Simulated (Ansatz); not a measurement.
**HfNH (quintet): the correlation ladder at a displaced geometry (v1), def2-SVP**

The task here is to estimate one member of a computed series from the others.

Program: Ansatz 0.2.0, Gaussian basis. Level of theory: def2-SVP, core rule «outside noble gas», up to 5 orbitals frozen. These are calculated values, not measurements.

The runs, in order: UHF; CCSD(T) on ROHF; CCSD(T) on UHF; CISD as a restricted active space (open shells left free, so some higher excitations enter); CCSDT(Q) on ROHF; CCSDT(Q) on UHF.

32 further runs of the same task are left out: 8 for a known fault of the program, 9 that didn't finish, 15 set aside as unsound or not needed. Runs told in other sessions of the task aren't counted.

## The geometry

The geometry is a PBE0/def2-TZVP stationary point (not a proven minimum) with its atoms shifted at random (size 0.040 Å). No spin-orbit coupling is included. Elements past krypton take def2 core potentials.

3 atoms, charge 0, spin multiplicity 5.

Atoms are counted from 1 here; the program's logs count them from 0.

Bond lengths: Hf1–N2 2.046 Å, N2–H3 1.085 Å. Angles: Hf1–N2–H3 145.0°.

As a file:

```xyz
3

Hf   -0.0154   -0.1205    1.6689
N    -0.0163   -0.2265   -0.3746
H     0.0317    0.3469   -1.2943
```

Set-up of the first run:

File in.yaml:

```yaml
crystal:
  periodic: [false, false, false]
  atoms:
    - {symbol: Hf, position_ang: [-0.015433, -0.120477, 1.668877]}
    - {symbol: N, position_ang: [-0.016266, -0.226466, -0.374577]}
    - {symbol: H, position_ang: [0.031698, 0.346942, -1.294301]}
basis:
  gaussian: {orbitals: def2-SVP}
magnetization: {spin_polarized: true, initial_magnetization: 4}
hamiltonian: {xc: hf}
output: {orbitals: {seedname: orbitals}}
```

The run is started by

```bash
> ansatz run in.yaml --threads 1 --pin off --events-out ev --progress --plain --max-ram 2393MiB
```

Steps of the session up to this table: UHF; CCSD(T) on ROHF; CCSD(T) on UHF; CISD as a restricted active space (open shells left free, so some higher excitations enter); CCSDT(Q) on ROHF; CCSDT(Q) on UHF.

One of the session's tables, all rows but one given; the rest of the session is left out.

It belongs to the step «Misses and costs». 

```
   method  from RCCSDT(Q) (meV)
      UHF               +5405.1
     RMP2                +825.3
     UMP2                +703.3
    RCCSD                +232.5
    UCCSD                +149.8
 RCCSD(T)                 +51.3
 UCCSD(T)                     ?
   RCCSDT                 +14.6
   UCCSDT                 -45.8
RCCSDT(Q)                     0
UCCSDT(Q)                 -61.6
```

Estimate the missing values for UCCSD(T).

As computed: from RCCSDT(Q) (meV): -15.4. In the column «from RCCSDT(Q) (meV)» it lies between UCCSDT (-45.8) and RCCSDT(Q) (0).

Not comparable, so not listed: CISD as a restricted active space (open shells left free, so some higher excitations enter) (they don't share determinant, frozen orbitals or solution with the rows shown, or repeat one).

Left out of the table: ROHF (another determinant or state than the rows shown).

To keep in mind: Warnings: coupled cluster took another determinant than the lowest. Restricted and unrestricted rows rest on different reference determinants; a gap between their highest levels can come from leftover correlation error, from unlike frozen cores or from another state.
